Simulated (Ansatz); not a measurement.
# LaSi2Ru2: relaxing the atoms in a fixed cell

Aim: in LaSi2Ru2, a database structure at a slightly changed volume, relax the atoms in a fixed cell, then read levels, charges and fields where it ends.

The COD entry's cell or inner coordinates are ideal or old and differ from later refinements, so a difference from it is no clean test against experiment.

All numbers below are computed with Ansatz 0.2.0 (DFT, r2SCAN, no spin polarisation, plane waves, PAW).

## 1. The cell

It takes space group I4/mmm (No. 139, tetragonal). Conventional cell: a = 4.262 Å, b = 4.262 Å, c = 10.050 Å, α = 90.00°, β = 90.00°, γ = 90.00°. Around La (site symmetry 4/mmm) lie 8 Si at 3.26 Å and 8 Ru at 3.29 Å. Ru (site symmetry -4m2) has 4 Si at 2.47 Å as nearest neighbours. Si (site symmetry 4mm) has 4 Ru at 2.47 Å and 1 Si at 2.51 Å and 4 La at 3.26 Å as nearest neighbours.

As a file:

```
La Ru Si
1.0
     0.00000    4.26158    0.00000
     4.26158    0.00000    0.00000
     2.13079    2.13079   -5.02480
La Ru Si
1 2 2
Direct
  0.00000 0.00000 0.00000
  0.75000 0.25000 0.50000
  0.25000 0.75000 0.50000
  0.37500 0.37500 0.25000
  0.62500 0.62500 0.75000
```

It starts from an earlier solution of the starting cell (checkpoint.read).

## 2. Relaxing

input.yaml reads:

```yaml
crystal:
  lattice:
    - [0.0, 4.261583, 0.0]
    - [4.261583, 0.0, 0.0]
    - [2.130791, 2.130791, -5.024801]
  atoms:
    - { symbol: La, position: [0.0, 0.0, 0.0] }
    - { symbol: Ru, position: [0.75, 0.25, 0.5] }
    - { symbol: Ru, position: [0.25, 0.75, 0.5] }
    - { symbol: Si, position: [0.375, 0.375, 0.25] }
    - { symbol: Si, position: [0.625, 0.625, 0.75] }
  symmetry: { tolerance: 0.0003 }
kpoints:
  mp_grid: { grid: [7, 7, 7], shift: [0, 0, 0] }
magnetization:
  spin_polarized: false
scf:
  occupations: { method: fermi_dirac }
  lower_state_search: "off"
hamiltonian:
  pseudopotentials: { kind: paw }
  xc: r2scan
basis:
  ecutwfc: 500
  fft_grid_basis: typed
relax:
  max_steps: 60
output:
  forces: true
  stress: true
  eigenvalues: true
  bader: true
  populations: true
  elf: true
  write_potential: true
  volumetric_format: npy
  dos:
    e_range: [-12, 8]
    de: 0.05
    projected: { site_lists: { La: [La], Ru: [Ru], Si: [Si] } }
checkpoint:
  read: saved_state
```

Run with:

```bash
> ansatz run input.yaml --threads 2 --pin off --max-ram 2560MiB --backend cpu --events-out ev --progress --plain --runs-dir out
```

The program printed:

```text
Warning: output.stress: scf.convergence.dr2_threshold = 1e-7 eV (the SCF's general default) is looser than the 5e-10 eV advised for a printed stress (1e-10 eV for each atom of the cell: 5). What an SCF threshold leaves in a stress goes as its square root, and in the free energy as the threshold itself, and one threshold admits the most on a small cell: of the crystals measured, under no hybrid functional and no lock of the moments, on runs that ended without the residual-converged pass, on stresses that held no estimate of that error, the worst erred by over 100 MPa in a component at 1e-7 eV an atom and by under 5 at 1e-10. Every solve of this run answers to scf.convergence.dr2_threshold, and the tensor of one is reported: a single SCF on the reported geometry and on this run's grids (its basis.xc_grid and basis.ecutrho_ratio typed), with scf.convergence.dr2_threshold at 5e-10 eV or tighter, prints it and tightens no other solve. Else set scf.convergence.dr2_threshold to 5e-10 eV or tighter. The threshold is an SCF's pass mark: one that does not reach it within its budget of iterations ends unconverged, or closes short of it on a stop that the run arms, and scf.convergence.dr2_threshold's page says what that costs each kind of run
Warning: RAYON_NUM_THREADS=2 ignored (pool sized by the plan → 2); use --threads N
La: projections on atomic orbitals take those of the free atom [Kr 4d10] 4f0 5s2 5p6 5d1 6s2, of charge +0.00 (hamiltonian.pseudopotentials.projection_atoms); the dataset's partial waves leave at most 1.9e-5 of an orbital's norm unspanned inside its sphere
Engine: ansatz 0.2.0, aarch64-unknown-linux-gnu
Pseudopotentials: kind: paw
Pseudopotential: La, paw, valence charge 11, recommended cutoff 500 eV (meta_gga), La.paw.azcp
Pseudopotential: Ru, paw, valence charge 16, recommended cutoff 500 eV (meta_gga), Ru.paw.azcp
Pseudopotential: Si, paw, valence charge 4, recommended cutoff 500 eV (meta_gga), Si.paw.azcp
Functional definition: r2SCAN
  parameter k0 = 0.174
  parameter k1 = 0.065
  parameter a1 = 4.9479
  exchange = r2scan_x(k0 = k0, k1 = k1, a1 = a1)
  correlation = r2scan_c
Crystal: 5 atoms, lattice volume = 91.256 Å³
Basis set: ecut = 500 eV, 2315 PW (Γ), exchange–correlation on 128×128×180 points (64 copies of the dense FFT grid, shifted against one another)
Bands: 31, of which v1, the nominal top of the filled ones, is band 26 counted from 1 (25 counted from 0)
Symmetry: 16 space group operations
Space group: I4/mmm (ITA 139), of the structure as read, at distance tolerance 1.4e-3 Å
k-points: 40 of 343
Non-local potential: La, projectors of the file, l = 0: 3, l = 1: 2, l = 2: 2, l = 3: 3
Non-local potential: Ru, projectors of the file, l = 0: 3, l = 1: 2, l = 2: 2, l = 3: 1
Non-local potential: Si, projectors of the file, l = 0: 2, l = 1: 2, l = 2: 2
PAW form: soft (Blöchl's): semilocal exchange-correlation on the pseudo side does not see the compensation charge
PAW frozen core: La, regenerated for the run's functional (the file was generated under x = pbe(κ = 0.804, μ = 0.2195149727645171), c = pbe(β = 0.06672455060314922))
PAW frozen core: Ru, regenerated for the run's functional (the file was generated under x = pbe(κ = 0.804, μ = 0.2195149727645171), c = pbe(β = 0.06672455060314922))
PAW frozen core: Si, regenerated for the run's functional (the file was generated under x = pbe(κ = 0.804, μ = 0.2195149727645171), c = pbe(β = 0.06672455060314922))
PAW one-centre angular grid: La, 974 points (default); XC on 160 Gauss nodes
PAW one-centre angular grid: Ru, 590 points (default); XC on 160 Gauss nodes
PAW one-centre angular grid: Si, 302 points (default); XC on 160 Gauss nodes
Initial density: read from a saved state, or passed on in memory by an earlier SCF of this step, an earlier step, the calling program or the single point that the run made first
Initial wavefunctions: pseudopotential atomic-orbital guess
Functional: x = r2scan, c = r2scan; τ floored in thin density (d = 2e-4 eV/Å³)
iter 1 solved again at ethr=6.73e-6 eV; its pass at ethr=3.10e-3 eV (dr2=3.43e-3 eV) is discarded
SCF iter   1: F=-19328.595624 eV  HF=-19328.590746 eV  |F-HF|=4.88e-3  |Δ(HF+E_count)|=         —  Δρ=1.29e-3  dr2=2.34e-3  dr2_τ=4.12e-3  ethr=6.73e-6  ⟨swp⟩=2.4  Hψ=7627  notcnv=0
preconditioner: auto → Kerker (q_TF=auto, 2.476 Å⁻¹)  [metal: Δε(μ)=0.011 eV  Ē_g=7.597 eV  σ=0.100 eV  W_gap=0.03  n_scr=30 (ndim 8)  ℏωp=22.3 eV  f_vac=0.000  D(μ)=2.91/eV (n_scr^D=22)]
SCF iter   2: F=-19328.597808 eV  HF=-19328.597627 eV  |F-HF|=1.81e-4  |Δ(HF+E_count)|=   6.88e-3  Δρ=6.35e-4  dr2=1.94e-4  dr2_τ=1.34e-4  ethr=4.59e-6  ⟨swp⟩=2.0  Hψ=2162  notcnv=0
SCF iter   3: F=-19328.597872 eV  HF=-19328.597803 eV  |F-HF|=6.81e-5  |Δ(HF+E_count)|=   1.76e-4  Δρ=3.43e-4  dr2=7.04e-5  dr2_τ=1.61e-5  ethr=3.80e-7  ⟨swp⟩=2.1  Hψ=1969  notcnv=0
SCF iter   4: F=-19328.597901 eV  HF=-19328.597903 eV  |F-HF|=2.11e-6  |Δ(HF+E_count)|=   9.97e-5  Δρ=7.57e-5  dr2=8.82e-6  dr2_τ=7.38e-7  ethr=1.38e-7  ⟨swp⟩=2.0  Hψ=1880  notcnv=0
SCF iter   5: F=-19328.597907 eV  HF=-19328.597907 eV  |F-HF|=3.90e-8  |Δ(HF+E_count)|=   3.63e-6  Δρ=1.30e-5  dr2=2.37e-7  dr2_τ=9.15e-9  ethr=1.73e-8  ⟨swp⟩=2.0  Hψ=1714  notcnv=0
SCF iter   6: F=-19328.597907 eV  HF=-19328.597907 eV  |F-HF|=6.04e-9  |Δ(HF+E_count)|=   1.78e-7  Δρ=2.65e-6  dr2=6.04e-9  dr2_τ=6.02e-10  ethr=1.96e-10  ⟨swp⟩=10.3  Hψ=9238  notcnv=0
SCF 1 converged in 6 iterations: F = -19328.597907 eV  dr2 = 6.04e-9
relax step   1: F+E_penalty+E_count = -19328.59790696 eV  Δ(F+E_penalty+E_count) = +0.000e0 eV  max|allowed force component| = 1.993e0 eV/Å  Δτ_max = 0.0000 Å  (6 SCF iters, accepted)
Initial density: handed on by an earlier stage of this run
Initial wavefunctions: those handed on with the density
iter 1 solved again at ethr=3.02e-4 eV; its pass at ethr=3.10e-3 eV (dr2=1.54e-1 eV) is discarded
SCF iter   1: F=-19328.766484 eV  HF=-19328.889361 eV  |F-HF|=1.23e-1  |Δ(HF+E_count)|=         —  Δρ=7.39e-3  dr2=1.49e-1  dr2_τ=8.91e-3  ethr=3.02e-4  ⟨swp⟩=1.1  Hψ=4740  notcnv=0
preconditioner: auto → Kerker (q_TF=auto, 2.476 Å⁻¹)  [metal: Δε(μ)=0.015 eV  Ē_g=7.728 eV  σ=0.100 eV  W_gap=0.04  n_scr=30 (ndim 8)  ℏωp=22.3 eV  f_vac=0.000  D(μ)=2.16/eV (n_scr^D=10)]
SCF iter   2: F=-19328.869903 eV  HF=-19328.878714 eV  |F-HF|=8.81e-3  |Δ(HF+E_count)|=   1.06e-2  Δρ=3.66e-3  dr2=1.62e-2  dr2_τ=3.66e-3  ethr=2.93e-4  ⟨swp⟩=2.5  Hψ=2009  notcnv=0  defer=1
SCF iter   3: F=-19328.871043 eV  HF=-19328.877475 eV  |F-HF|=6.43e-3  |Δ(HF+E_count)|=   1.24e-3  Δρ=1.89e-3  dr2=9.02e-3  dr2_τ=1.82e-4  ethr=3.17e-5  ⟨swp⟩=2.9  Hψ=2045  notcnv=0
SCF iter   4: F=-19328.875839 eV  HF=-19328.875845 eV  |F-HF|=5.60e-6  |Δ(HF+E_count)|=   1.63e-3  Δρ=3.47e-4  dr2=1.26e-4  dr2_τ=2.43e-6  ethr=1.77e-5  ⟨swp⟩=2.0  Hψ=1758  notcnv=0
SCF iter   5: F=-19328.875858 eV  HF=-19328.875869 eV  |F-HF|=1.09e-5  |Δ(HF+E_count)|=   2.38e-5  Δρ=1.17e-4  dr2=2.38e-5  dr2_τ=8.63e-7  ethr=1.96e-7  ⟨swp⟩=13.1  Hψ=12331  notcnv=0
SCF iter   6: F=-19328.875869 eV  HF=-19328.875870 eV  |F-HF|=5.26e-7  |Δ(HF+E_count)|=   1.00e-6  Δρ=3.47e-5  dr2=1.55e-6  dr2_τ=7.72e-8  ethr=4.66e-8  ⟨swp⟩=12.3  Hψ=11684  notcnv=0
SCF 2 converged in 6 iterations: F = -19328.875869 eV  dr2 = 1.55e-6
relax step   2: F+E_penalty+E_count = -19328.87586940 eV  Δ(F+E_penalty+E_count) = -2.780e-1 eV  max|allowed force component| = 9.139e-1 eV/Å  Δτ_max = 0.0967 Å  (6 SCF iters, dr2 threshold 1.00e-4 eV, accepted)
SCF iter   1: F=-19328.890614 eV  HF=-19328.960007 eV  |F-HF|=6.94e-2  |Δ(HF+E_count)|=         —  Δρ=6.43e-3  dr2=9.00e-2  dr2_τ=7.06e-3  ethr=2.88e-3  ⟨swp⟩=3.8  Hψ=2966  notcnv=0
preconditioner: auto → Kerker (q_TF=auto, 2.476 Å⁻¹)  [metal: Δε(μ)=0.009 eV  Ē_g=7.819 eV  σ=0.100 eV  W_gap=0.02  n_scr=30 (ndim 8)  ℏωp=22.3 eV  f_vac=0.000  D(μ)=1.85/eV (n_scr^D=10)]
SCF iter   2: F=-19328.952853 eV  HF=-19328.956743 eV  |F-HF|=3.89e-3  |Δ(HF+E_count)|=   3.26e-3  Δρ=2.98e-3  dr2=8.64e-3  dr2_τ=2.33e-3  ethr=1.76e-4  ⟨swp⟩=2.2  Hψ=2356  notcnv=0
SCF iter   3: F=-19328.953519 eV  HF=-19328.956485 eV  |F-HF|=2.97e-3  |Δ(HF+E_count)|=   2.57e-4  Δρ=1.57e-3  dr2=4.67e-3  dr2_τ=9.43e-5  ethr=1.69e-5  ⟨swp⟩=2.6  Hψ=2124  notcnv=0
SCF iter   4: F=-19328.955810 eV  HF=-19328.955848 eV  |F-HF|=3.78e-5  |Δ(HF+E_count)|=   6.38e-4  Δρ=2.80e-4  dr2=1.12e-4  dr2_τ=1.92e-6  ethr=9.16e-6  ⟨swp⟩=2.0  Hψ=1770  notcnv=0
```

## 3. The log goes on

The log, continued:

```text
SCF iter   5: F=-19328.955849 eV  HF=-19328.955850 eV  |F-HF|=1.73e-6  |Δ(HF+E_count)|=   2.54e-6  Δρ=8.90e-5  dr2=1.04e-5  dr2_τ=3.63e-7  ethr=1.02e-7  ⟨swp⟩=12.6  Hψ=12756  notcnv=0
SCF 3 converged in 5 iterations: F = -19328.955849 eV  dr2 = 1.04e-5
  Residual-converged pass: ⟨swp⟩=1.0  Hψ=1400  notcnv=0  max |occ|·‖R‖ = 7.0e-9 eV (tolerance 1.0e-8 eV)  dr2=1.04e-5  dr2_τ=3.63e-7  dr2_onsite=1.17e-7  max |Δocc| = 7.1e-11
relax step   3: F+E_penalty+E_count = -19328.95584861 eV  Δ(F+E_penalty+E_count) = -7.998e-2 eV  max|allowed force component| = 8.361e-2 eV/Å  Δτ_max = 0.0960 Å  (5 SCF iters, dr2 threshold 5.22e-5 eV, accepted)
SCF iter   1: F=-19328.956171 eV  HF=-19328.956505 eV  |F-HF|=3.34e-4  |Δ(HF+E_count)|=         —  Δρ=5.28e-4  dr2=4.88e-4  dr2_τ=4.63e-5  ethr=1.33e-5  ⟨swp⟩=2.0  Hψ=2585  notcnv=0
preconditioner: auto → Kerker (q_TF=auto, 2.476 Å⁻¹)  [metal: Δε(μ)=0.007 eV  Ē_g=7.769 eV  σ=0.100 eV  W_gap=0.02  n_scr=30 (ndim 8)  ℏωp=22.3 eV  f_vac=0.000  D(μ)=1.99/eV (n_scr^D=10)]
SCF iter   2: F=-19328.956504 eV  HF=-19328.956514 eV  |F-HF|=1.01e-5  |Δ(HF+E_count)|=   8.54e-6  Δρ=2.59e-4  dr2=4.43e-5  dr2_τ=1.34e-5  ethr=9.57e-7  ⟨swp⟩=2.1  Hψ=2146  notcnv=0
SCF iter   3: F=-19328.956508 eV  HF=-19328.956516 eV  |F-HF|=8.61e-6  |Δ(HF+E_count)|=   2.60e-6  Δρ=1.37e-4  dr2=2.06e-5  dr2_τ=5.55e-7  ethr=8.68e-8  ⟨swp⟩=2.5  Hψ=2126  notcnv=0
SCF iter   4: F=-19328.956516 eV  HF=-19328.956516 eV  |F-HF|=2.60e-8  |Δ(HF+E_count)|=   5.12e-8  Δρ=1.81e-5  dr2=2.40e-7  dr2_τ=7.78e-9  ethr=8.57e-10  ⟨swp⟩=9.3  Hψ=10404  notcnv=0
SCF 4 converged in 4 iterations: F = -19328.956516 eV  dr2 = 2.40e-7
relax step   4: F+E_penalty+E_count = -19328.95651627 eV  Δ(F+E_penalty+E_count) = -6.677e-4 eV  max|allowed force component| = 4.402e-3 eV/Å  Δτ_max = 0.0083 Å  (4 SCF iters, dr2 threshold 4.37e-7 eV, accepted)
iter 1 solved again at ethr=4.70e-10 eV; its pass at ethr=3.10e-3 eV (dr2=2.40e-7 eV) is discarded
SCF iter   1: F=-19328.956516 eV  HF=-19328.956516 eV  |F-HF|=2.59e-8  |Δ(HF+E_count)|=         —  Δρ=1.81e-5  dr2=2.40e-7  dr2_τ=7.78e-9  ethr=4.70e-10  ⟨swp⟩=1.0  Hψ=3600  notcnv=0
preconditioner: auto → Kerker (q_TF=auto, 2.476 Å⁻¹)  [metal: Δε(μ)=0.044 eV  Ē_g=7.772 eV  σ=0.100 eV  W_gap=0.11  n_scr=30 (ndim 8)  ℏωp=22.3 eV  f_vac=0.000  D(μ)=1.99/eV (n_scr^D=10)]
SCF iter   2: F=-19328.956516 eV  HF=-19328.956516 eV  |F-HF|=1.70e-9  |Δ(HF+E_count)|=   4.94e-8  Δρ=1.11e-5  dr2=1.23e-7  dr2_τ=2.73e-9  ethr=4.70e-10  ⟨swp⟩=1.0  Hψ=1240  notcnv=0
SCF iter   3: F=-19328.956516 eV  HF=-19328.956516 eV  |F-HF|=1.28e-8  |Δ(HF+E_count)|=   3.56e-8  Δρ=4.68e-6  dr2=2.42e-8  dr2_τ=4.34e-9  ethr=1.96e-10  ⟨swp⟩=8.0  Hψ=7900  notcnv=0
SCF 5 converged in 3 iterations: F = -19328.956516 eV  dr2 = 2.42e-8
relax step   5: F+E_penalty+E_count = -19328.95651632 eV  Δ(F+E_penalty+E_count) = -4.632e-8 eV  max|allowed force component| = 4.322e-3 eV/Å  Δτ_max = 0.0000 Å  (3 SCF iters, accepted)
iter 1 solved again at ethr=4.77e-11 eV; its pass at ethr=3.10e-3 eV (dr2=2.43e-8 eV) is discarded
SCF iter   1: F=-19328.956516 eV  HF=-19328.956516 eV  |F-HF|=1.28e-8  |Δ(HF+E_count)|=         —  Δρ=4.68e-6  dr2=2.42e-8  dr2_τ=4.34e-9  ethr=4.77e-11  ⟨swp⟩=1.0  Hψ=6005  notcnv=0
SCF iter   2: F=-19328.956516 eV  HF=-19328.956516 eV  |F-HF|=1.09e-11  |Δ(HF+E_count)|=  6.80e-10  Δρ=1.73e-6  dr2=4.15e-9  dr2_τ=8.25e-10  ethr=4.75e-11  ⟨swp⟩=7.4  Hψ=7265  notcnv=0
SCF 6 converged in 2 iterations: F = -19328.956516 eV  dr2 = 4.15e-9
SCF converged after 2 iterations
Free energy (F): -19328.956516 eV
Harris-Foulkes:  -19328.956516 eV  (|F-HF|=1.09e-11)
Internal energy: -19328.890242 eV  (E = F + TS)
E sigma→0 (E₀):  -19328.923379 eV
Entropy (-TS):   -0.066275 eV (-13.255 meV/atom)
Fermi energy:    14.324308 eV
--- Per-component energies (eV) ---
  E_band       = -350.936950
  E_kinetic    = 1309.428879
  E_local      = -4635.927631  (includes V_loc(G=0)·N_el)
  E_nonlocal   = 830.732372
  E_hartree    = 1710.164544
  E_xc         = -606.809812
  E_vxc        = -798.760187  (∫ρ·V_xc dr)
  E_paw        = -13435.916155  (= ΣΔE_a)
  E_vpaw       = -527.047327  (= ΣTr[D̂ρ^β])
  E_aug_tail   = 0.000224  (compensation charges beyond the density's cutoff)
  E_vtau       = 50.305107  (kinetic-family band-sum trace: ∫τ·v_τ [+ j·A + Jᵃ·Aᵃ] dr)
  E_ewald      = -4499.856397
  E_core_change = -0.706265  (= ΣΔE_core)
  E_smearing   = -0.066275  (= −TS)
  E_closure    = 0.000000  (closes the sum)
  Σ components = -19328.956516   (vs F -19328.956516, Δ=0.00e0)
--- Forces (eV/Å), atoms counted from 1 ---
  atom   1  La     0.00000000     0.00000000     0.00000000
  atom   2  Ru    -0.00000000    -0.00000000     0.00000000
  atom   3  Ru     0.00000000     0.00000000    -0.00000000
  atom   4  Si    -0.00000000    -0.00000000    -0.00426740
  atom   5  Si     0.00000000     0.00000000     0.00426740
  max |Σ_I F_I| component: 2.78e-17 eV/Å
--- Stress (GPa, compression-positive) ---
       -3.144579       0.000000       0.000000
        0.000000      -3.144579       0.000000
        0.000000       0.000000      -1.755734
  P = ⅓ Tr σ = -2.6816 GPa (-26.816 kbar)
--- Band table (eV; the first three rows and the last of 40) ---
  k-point 0: bands = ["-59.9672", "-59.9354", "-29.3881", "-29.3881", "-29.2021", "-29.2021", "-29.1215", "-29.0765", "-19.1575", "-2.4644", "-2.4395", "-2.4395", "4.0095", "6.4529", "8.8544", "10.4817", "10.4817", "10.4938", "12.2213", "12.2213", "12.4132", "13.1596", "13.7605", "13.7628", "13.7628", "14.0629", "14.2703", "15.5590", "16.4673", "16.4673", "17.0404"]
  k-point 1: bands = ["-59.9672", "-59.9354", "-29.3881", "-29.3881", "-29.2021", "-29.2021", "-29.1217", "-29.0764", "-19.1565", "-2.4869", "-2.4375", "-2.4375", "4.1561", "6.2700", "9.0137", "10.4206", "10.4206", "10.5025", "12.0973", "12.1644", "12.1644", "12.7210", "13.8056", "13.9293", "13.9293", "14.3153", "14.8175", "15.5589", "16.5707", "16.5707", "17.0527"]
  k-point 2: bands = ["-59.9672", "-59.9354", "-29.3881", "-29.3881", "-29.2022", "-29.2022", "-29.1221", "-29.0763", "-19.1541", "-2.5363", "-2.4330", "-2.4330", "4.5429", "5.8933", "9.2019", "10.2964", "10.2964", "10.5223", "11.5987", "12.0431", "12.0431", "12.2059", "13.8158", "14.3235", "14.3235", "14.9316", "15.5588", "15.7140", "16.7848", "16.7848", "17.0669"]
  k-point 39: bands = ["-59.9519", "-59.9503", "-29.4150", "-29.4061", "-29.1928", "-29.1835", "-29.0987", "-29.0968", "-19.1250", "-2.6929", "-2.6515", "-2.4202", "5.5526", "7.0701", "8.9814", "9.1141", "11.3047", "11.3171", "11.3697", "11.7630", "12.2101", "12.5577", "12.6910", "13.2479", "13.4725", "13.4938", "14.5720", "15.9818", "16.0409", "16.7488", "17.0024"]
--- Relaxed structure (5 steps of the walk, 5 accepted, 0 SCFs on fresh bases) ---
  F+E_penalty+E_count = -19328.95651632 eV   max|allowed force component| = 4.322e-3 eV/Å
  atoms:
    - { symbol: La, position: [3.6394076695781245e-26, 1.1646103838036592e-25, -6.449903011611809e-33] }
    - { symbol: Ru, position: [0.7499999999999999, 0.25, 0.5000000000000001] }
    - { symbol: Ru, position: [0.25, 0.7499999999999999, 0.5000000000000001] }
    - { symbol: Si, position: [0.35666302752394186, 0.35666302752394186, 0.2866739449521165] }
    - { symbol: Si, position: [0.6433369724760583, 0.6433369724760583, 0.7133260550478837] }
--- Löwdin populations: 5 sites ---
  site symbol       q [e]
     0     La     10.6184
     1     Ru     15.9971
     2     Ru     15.9971
     3     Si      4.0394
     4     Si      4.0394
  spilling = 0.006049 (of n_electrons = 51.000000)
--- Bader charges: 5 sites ---
  site symbol  charge [e]  shift [e]
     0     La      1.6151     0.0000
     1     Ru     -0.9888     0.0102
     2     Ru     -0.9887     0.0102
     3     Si      0.1812     0.0102
     4     Si      0.1812     0.0102
  estimated error of the sums over rays = 7.9e-4 e
```

Run time: 75 s. Hardware: 2 threads of Arm Neoverse V1, shared host; peak memory 0.72 GiB.

Step by step:

| step | energy from step 1 (eV/cell) | largest force component (eV/Å) |
| --- | --- | --- |
| 1 | 0.0000 | 1.9930 |
| 2 | -0.2780 | 0.9139 |
| 3 | -0.3579 | 0.0836 |
| 4 | -0.3586 | 0.0044 |
| 5 | -0.3586 | 0.0043 |

Step 1 is the start. Step 5 solves the same geometry again.

The largest move, 0.18 Å, is shared by several atoms, Si5 among them.

## 4. Density of states

Counts of states in windows (eV from the Fermi level; tetrahedra), total and projected:

| from | to | total | La d | Ru d | Si s | Si p |
| --- | --- | --- | --- | --- | --- | --- |
| -8.0 | -7.0 | 1.25 | 0.08 | 0.30 | 0.69 | 0.07 |
| -7.0 | -6.0 | 0.00 | 0.00 | 0.00 | 0.00 | 0.00 |
| -6.0 | -5.0 | 0.69 | 0.06 | 0.27 | 0.01 | 0.26 |
| -5.0 | -4.0 | 3.23 | 0.18 | 1.47 | 0.05 | 1.17 |
| -4.0 | -3.0 | 5.30 | 0.35 | 3.17 | 0.03 | 1.48 |
| -3.0 | -2.0 | 4.50 | 0.29 | 2.81 | 0.06 | 1.04 |
| -2.0 | -1.0 | 6.20 | 0.45 | 4.72 | 0.09 | 0.63 |
| -1.0 | 0.0 | 3.05 | 0.42 | 1.93 | 0.05 | 0.44 |
| 0.0 | 1.0 | 1.92 | 0.58 | 0.62 | 0.05 | 0.35 |
| 1.0 | 2.0 | 3.69 | 0.80 | 1.65 | 0.05 | 0.54 |

The bands computed are complete only to about 2.6 eV above the Fermi level.

## 5. How the electrons are shared

By element, from the tables in the log (a charge is positive for electrons lost): Löwdin charges also hold the electrons that the projection spills.

| element | atoms | Bader charge (e) | Bader volume (Å³) | Löwdin charge (e) |
| --- | --- | --- | --- | --- |
| La | 1 | +1.62 | 20.8 | +0.38 |
| Ru | 2 | -0.99 | 19.8 | 0.00 |
| Si | 2 | +0.18 | 15.5 | -0.04 |

The Löwdin projection spills 0.6 % of the electrons and depends on the orbitals chosen; where it disagrees with Bader's partition, neither is an observable.

## 6. Real-space fields

Maps in the plane spanned by a and b at height 0.500 along c (axes of the input's cell), one cell: a runs left to right (13 points from zero), b bottom to top (13 points), 90° apart. Near the nuclei they are pseudo-fields.

Valence density. Ten steps from '0' (0.28 e/Å³) to '9' (9.97 e/Å³), finer at the low end (step k begins (100^(k/10) - 1)/99 of the way up):
```
0256641000000
2589973100000
3699984100000
2699984100000
1478852000000
0134420001110
0011100024431
1000000258874
2000001489996
3000001489996
2000001379985
0000000146652
0023210012320
```

ELF. Ten even steps from '0' (0.18) to '9' (0.69):
```
2037610454445
1389961266664
1790594266664
1695792266664
1169930366665
3014201432224
3422234102410
1566663039961
1466662297596
1466662495097
1466662169983
2544454016730
4211113311112
```

Atoms within 0.2 Å of the plane, in fractions of a and b: Ru at (0.75, 0.25), Ru at (0.25, 0.75).

At the density minimum on some short contacts:

| contact | length (Å) | minimum at (fraction) | density (e/Å³) | ELF |
| --- | --- | --- | --- | --- |
| Ru2–Si4 | 2.385 | none clear | – | – |

```
fraction  Ru2–Si4
     0.2     6.96
     0.3     3.06
     0.4    0.994
     0.5    0.576
     0.6    0.516
     0.7    0.462
     0.8    0.272
```

(Smooth valence density in e/Å³ at fractions of each contact.)

## 7. Results

| quantity | value |
| --- | --- |
| moves | 3 |
| energy gained | 71.7 meV/atom |
| largest move | 0.18 Å (Si) |
| space group (0.01 Å), before / after | I4/mmm / I4/mmm |
| pressure left in the fixed cell | -2.7 GPa |
| character | metal |
| density of states, mean within 0.25 eV of the Fermi level | 2.1 per eV per cell |
| Bader charges | La +1.62, Ru -0.99, Si +0.18 e |

**Reading.** In the fixed cell the largest move of an atom is 0.18 Å; the energy fell by 71.7 meV per atom. The fixed cell still holds a mean pressure of -2.7 GPa, so it would shrink if let free. With 16 symmetry operations imposed, the end may be a saddle point towards distortions that break them. It is a metal; within 0.25 eV of the Fermi level the density of states averages 2.1 per eV per cell, mostly Ru d (37 %), La d (28 %) and Si p (19 %). By Bader's partition La gives up most (+1.62 e) and Ru takes most (-0.99 e).

Limits of this run: the SCF threshold is loose for a stress.
